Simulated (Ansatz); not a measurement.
# ClH6N3Zr: the cost of one run

All numbers below are computed with Ansatz 0.2.0 (RKS BHLYP-D4/def2-SVP).

### Step 1. The system as given

Bond lengths: Zr1–Cl2 2.520 Å, Zr1–N3 2.210 Å, N3–H4 1.060 Å, N3–H5 1.060 Å, Zr1–N6 2.208 Å, N6–H7 1.060 Å, N6–H8 1.060 Å, Zr1–N9 2.208 Å, N9–H10 1.060 Å, N9–H11 1.060 Å. Angles (14 of 15 angles, heavy atoms first): Cl2–Zr1–N3 109.4°, Cl2–Zr1–N6 109.5°, Cl2–Zr1–N9 109.5°, N3–Zr1–N6 109.5°, N3–Zr1–N9 109.5°, N6–Zr1–N9 109.5°, Zr1–N3–H4 120.0°, Zr1–N3–H5 120.0°, Zr1–N6–H7 120.0°, Zr1–N6–H8 120.0°, Zr1–N9–H10 120.0°, Zr1–N9–H11 120.0°, H4–N3–H5 120.0°, H7–N6–H8 120.0°.

Structure file:

```xyz
11

Zr    0.0000    0.0000    0.0000
Cl    0.0000    0.0000    2.5200
N     2.0840    0.0000   -0.7359
H     2.5823   -0.9180   -0.9166
H     2.5853    0.9180   -0.9082
N    -1.0409    1.8034   -0.7359
H    -2.0610    1.7482   -1.0186
H    -0.5204    2.7241   -0.8065
N    -1.0409   -1.8034   -0.7359
H    -1.5759   -2.4197   -0.0595
H    -1.0055   -2.0526   -1.7656
```

### Step 2. Preparing the start

input.yaml

```yaml
crystal:
  periodic: [false, false, false]
  atoms:
    - { symbol: Zr, position_ang: [0.0, 0.0, 0.0] }
    - { symbol: Cl, position_ang: [0.0, 0.0, 2.52] }
    - { symbol: "N", position_ang: [2.084, 0.0, -0.7359] }
    - { symbol: H, position_ang: [2.5823, -0.918, -0.9166] }
    - { symbol: H, position_ang: [2.5853, 0.918, -0.9082] }
    - { symbol: "N", position_ang: [-1.0409, 1.8034, -0.7359] }
    - { symbol: H, position_ang: [-2.061, 1.7482, -1.0186] }
    - { symbol: H, position_ang: [-0.5204, 2.7241, -0.8065] }
    - { symbol: "N", position_ang: [-1.0409, -1.8034, -0.7359] }
    - { symbol: H, position_ang: [-1.5759, -2.4197, -0.0595] }
    - { symbol: H, position_ang: [-1.0055, -2.0526, -1.7656] }
basis:
  gaussian: { orbitals: def2-SVP }
hamiltonian:
  xc: { name: BHLYP }
  dispersion: d4
relax:
  f_tol: 0.02
  max_steps: 40
```

Started as:

```bash
$ ansatz run input.yaml --threads 2 --pin off --max-ram 3072MiB --backend cpu --events-out ev --progress --plain --runs-dir out
```

**Question.** How long does this run take on 2 threads of Arm Neoverse V2, shared host, and how much memory does it need?

About 60 s, with a peak of 0.29 GiB.
